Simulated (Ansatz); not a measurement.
**BGaH5NSi: up Jacob's ladder to CCSD(T)**

How much do the methods differ for BGaH5NSi? The plan is to run it at one geometry with functionals of several rungs and with coupled cluster. The yardstick is the atomisation energy at the CCSD(T) limit.

Program: Ansatz 0.2.0, Gaussian basis. Level of theory: functionals in def2-TZVPP, the program's frozen cores in correlated methods. These are calculated values, not measurements.

The runs, in order: LDA (SPW92), PBE-D4, revPBE-D4, BLYP-D4, r2SCAN-D4, B97M-V, PBE0-D4, B3LYP-D4, r2SCANh-D4, r2SCAN0-D4, HSE06-D4, BHLYP-D4, CAM-B3LYP-D4, LC-ωPBE, ωB97X-V, ωB97M-V, B2PLYP, PBE-QIDH; CCSD(T)/def2-SVP; CCSD(T)/def2-TZVPP; MP2/def2-QZVPP; extrapolation to the limit; RPA on PBE.

### Step 1. The relaxed structure

The geometry comes from an earlier relaxation with PBE0-D4 in a triple-zeta def2 set; it is a stationary point, not always the lowest conformer.

9 atoms, charge 0, spin multiplicity 1.

Atoms are counted from 1 here; the program's logs count them from 0.

Bond lengths: B1–N2 1.407 Å, B1–Ga4 2.242 Å, B1–H5 1.216 Å, N2–Si3 1.750 Å, N2–H6 1.010 Å, Si3–H7 1.484 Å, Si3–H8 1.489 Å, Si3–H9 1.484 Å. Angles: N2–B1–Ga4 124.8°, N2–B1–H5 113.5°, Ga4–B1–H5 121.8°, B1–N2–Si3 122.5°, B1–N2–H6 120.1°, Si3–N2–H6 117.4°, N2–Si3–H7 110.6°, N2–Si3–H8 108.2°, N2–Si3–H9 110.5°, H7–Si3–H8 109.3°, H7–Si3–H9 108.9°, H8–Si3–H9 109.3°.

As a file:

```xyz
9

B    -0.21773    1.42306    0.06299
N    -0.50545    0.10548   -0.33636
Si    0.48781   -1.25700    0.13095
Ga   -1.43626    3.22181   -0.49087
H     0.77720    1.51291    0.75576
H    -1.31138   -0.08381   -0.91483
H     1.87318   -1.08925   -0.37357
H    -0.10511   -2.48835   -0.45929
H     0.52614   -1.39105    1.60822
```

### Step 2. LDA

This LDA is Slater exchange with PW92 correlation.

Input file in.yaml:

```yaml
crystal:
  periodic: [false, false, false]
  atoms:
    - {symbol: B, position_ang: [-0.217734, 1.423057, 0.062995]}
    - {symbol: N, position_ang: [-0.505448, 0.105478, -0.336361]}
    - {symbol: Si, position_ang: [0.487812, -1.257005, 0.130952]}
    - {symbol: Ga, position_ang: [-1.436264, 3.221813, -0.490871]}
    - {symbol: H, position_ang: [0.777203, 1.512914, 0.755759]}
    - {symbol: H, position_ang: [-1.311382, -0.083814, -0.914828]}
    - {symbol: H, position_ang: [1.873176, -1.089245, -0.373570]}
    - {symbol: H, position_ang: [-0.105108, -2.488346, -0.459294]}
    - {symbol: H, position_ang: [0.526145, -1.391054, 1.608218]}
basis:
  gaussian: {orbitals: def2-TZVPP}
hamiltonian: {xc: lda}
output: {orbitals: {seedname: orbitals}}
```

Launch:

```sh
> ansatz run in.yaml --threads 2 --pin off --events-out ev --progress --plain --max-ram 4352MiB
```

After this run come: PBE-D4 (GGA); revPBE-D4 (GGA); BLYP-D4 (GGA); r2SCAN-D4 (meta-GGA); B97M-V (meta-GGA); PBE0-D4 (hybrid); B3LYP-D4 (hybrid); r2SCANh-D4 (hybrid); r2SCAN0-D4 (hybrid); HSE06-D4 (hybrid); BHLYP-D4 (hybrid); CAM-B3LYP-D4 (range-separated); LC-ωPBE (range-separated); ωB97X-V (range-separated); ωB97M-V (range-separated); B2PLYP (double hybrid); PBE-QIDH (double hybrid); CCSD(T) in def2-SVP; CCSD(T) in def2-TZVPP; MP2 in def2-QZVPP; RPA on PBE orbitals.

Before running them: what should the planned runs give, taken together? Wanted: atomisation energy, CCSD(T)/CBS; farthest beyond LDA; mean size of error, GGA; mean size of error, meta-GGA; mean size of error, hybrid; mean size of error, range-separated; mean size of error, double hybrid; gap, smallest and largest; T1 diagnostic.

**Answer**, as computed:

```
                               quantity                                                                                                                         value
        atomisation energy, CCSD(T)/CBS                                                                                                                 2785.4 kJ/mol
 functionals within 27.9 kJ/mol (1.0 %)  PBE-D4, BLYP-D4, r2SCAN-D4, B97M-V, PBE0-D4, B3LYP-D4, r2SCANh-D4, HSE06-D4, CAM-B3LYP-D4, LC-ωPBE, ωB97X-V, ωB97M-V, B2PLYP
                    farthest beyond LDA                                                                                                       BHLYP-D4 (-41.7 kJ/mol)
                mean size of error, GGA                                                                                                                   20.0 kJ/mol
           mean size of error, meta-GGA                                                                                                                    7.0 kJ/mol
             mean size of error, hybrid                                                                                                                   23.3 kJ/mol
    mean size of error, range-separated                                                                                                                   20.3 kJ/mol
      mean size of error, double hybrid                                                                                                                   29.4 kJ/mol
              gap, smallest and largest                                                                                      1.16 eV (LDA (SPW92)), 7.40 eV (LC-ωPBE)
                          T1 diagnostic                                                                                                                        0.0144
triples share of the correlation energy                                                                                                                         3.9 %
```

In words: LDA overbinds by 351.3 kJ/mol (13 %). PBE-D4 is off by +21.7 kJ/mol. Double hybrids carry the basis error of their MP2 part in triple zeta, and no dispersion term here, so their miss is partly the set-up's. The rungs meta-GGA, GGA, range-separated, hybrid miss on average by less than the doubt on the reference (27.9 kJ/mol), so they tie. The reference freezes the cores and leaves out relativity and excitations past (T), and its outer-core shells are covered unevenly, so misses under about 27.9 kJ/mol can't be ranked. Hartree-Fock recovers 73 % of the binding; the rest is correlation. CCSD(T) in def2-SVP is off by -180.4 kJ/mol, worse than the median functional, from the basis alone. The gap grows from 1.2 to 7.4 eV across the functionals, mostly with the share of exact exchange. The restricted reference is unstable towards a spin-broken one. Correlated methods include outer-core shells of Ga, which these sets cover unevenly.
